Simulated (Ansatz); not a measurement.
**C2H7BFNSi: one species, many methods**

How much do the methods differ for C2H7BFNSi? The plan is to run it at one geometry with functionals of several rungs and with coupled cluster, and see how far each lands from CCSD(T) at the basis-set limit for the atomisation energy.

The runs use Ansatz 0.2.0, Gaussian basis; functionals in def2-TZVPP, the program's frozen cores in correlated methods.

Plan: PBE-D4, r2SCAN-D4, PBE0-D4, B3LYP-D4, ωB97X-V, ωB97M-V, B2PLYP; CCSD(T)/def2-TZVPP; MP2/def2-QZVPP; extrapolation to the limit.

## 1. Structure used throughout

An earlier PBE0-D4 in a triple-zeta def2 set relaxation fixed the geometry.

SMILES `B/C=C\[SiH](N)F`, 13 atoms, charge 0, spin multiplicity 1.

Atoms are counted from 1 here; the program's logs count them from 0.

Bond lengths: B1–C2 1.539 Å, B1–H7 1.196 Å, B1–H8 1.197 Å, C2–C3 1.347 Å, C2–H9 1.090 Å, C3–Si4 1.868 Å, C3–H10 1.093 Å, Si4–N5 1.701 Å, Si4–F6 1.605 Å, Si4–H11 1.477 Å, N5–H12 1.007 Å, N5–H13 1.007 Å. Angles: C2–B1–H7 121.5°, C2–B1–H8 119.6°, H7–B1–H8 118.9°, B1–C2–C3 122.1°, B1–C2–H9 120.2°, C3–C2–H9 117.7°, C2–C3–Si4 125.7°, C2–C3–H10 118.2°, Si4–C3–H10 116.1°, C3–Si4–N5 106.2°, C3–Si4–F6 107.9°, C3–Si4–H11 115.8°, N5–Si4–F6 113.6°, N5–Si4–H11 107.5°, F6–Si4–H11 106.1°, Si4–N5–H12 121.9°, Si4–N5–H13 121.0°, H12–N5–H13 111.3°.

## 2. PBE-D4 (GGA)

Input file in.yaml:

```yaml
crystal:
  periodic: [false, false, false]
  atoms:
    - {symbol: B, position_ang: [-0.252651, -2.293048, 0.498339]}
    - {symbol: C, position_ang: [0.686823, -1.224019, 1.084064]}
    - {symbol: C, position_ang: [0.653811, 0.058600, 0.674962]}
    - {symbol: Si, position_ang: [-0.427034, 0.741161, -0.687248]}
    - {symbol: N, position_ang: [0.102463, 2.333672, -0.961616]}
    - {symbol: F, position_ang: [-1.953279, 0.647739, -0.198104]}
    - {symbol: H, position_ang: [-0.338148, -3.383360, 0.982447]}
    - {symbol: H, position_ang: [-0.921514, -2.031635, -0.459555]}
    - {symbol: H, position_ang: [1.376995, -1.482080, 1.887846]}
    - {symbol: H, position_ang: [1.318373, 0.774319, 1.165286]}
    - {symbol: H, position_ang: [-0.364723, 0.024058, -1.976872]}
    - {symbol: H, position_ang: [0.309233, 2.964266, -0.204141]}
    - {symbol: H, position_ang: [-0.170048, 2.835627, -1.790610]}
basis:
  gaussian: {orbitals: def2-TZVPP}
hamiltonian: {xc: pbe, dispersion: d4}
output: {forces: true, orbitals: {seedname: orbitals}}
```

The run is started by

```console
ansatz run in.yaml --threads 4 --pin off --events-out ev --progress --plain --max-ram 10444MiB
```

After this run come: r2SCAN-D4 (meta-GGA); PBE0-D4 (hybrid); B3LYP-D4 (hybrid); ωB97X-V (range-separated); ωB97M-V (range-separated); B2PLYP (double hybrid); CCSD(T) in def2-TZVPP; MP2 in def2-QZVPP.

Before running them: what should the planned runs give, taken together? Wanted: atomisation energy, CCSD(T)/CBS; farthest; mean size of error, hybrid; mean size of error, range-separated; gap, smallest and largest; T1 diagnostic; triples share of the correlation energy.

**Answer**, as computed:

| quantity | value |
| --- | --- |
| atomisation energy, CCSD(T)/CBS | 1205.5 kcal/mol |
| functionals within 6.0 kcal/mol (0.5 %) | r2SCAN-D4, PBE0-D4, B3LYP-D4, ωB97X-V, ωB97M-V |
| farthest | PBE-D4 (+21.0 kcal/mol) |
| mean size of error, hybrid | 2.9 kcal/mol |
| mean size of error, range-separated | 5.0 kcal/mol |
| gap, smallest and largest | 3.27 eV (PBE-D4), 10.27 eV (ωB97X-V) |
| T1 diagnostic | 0.0114 |
| triples share of the correlation energy | 3.7 % |

PBE-D4 misses by +21.0 kcal/mol. Double hybrids carry the basis error of their MP2 part in triple zeta, and no dispersion term here, so their miss is partly the set-up's. The reference freezes the cores and leaves out relativity and excitations past (T), so misses under about 6.0 kcal/mol can't be ranked. Hartree-Fock recovers 74 % of the binding; the rest is correlation. Orbital gaps span 3.3 to 10.3 eV; exact exchange widens them. The restricted reference is unstable towards a spin-broken one.
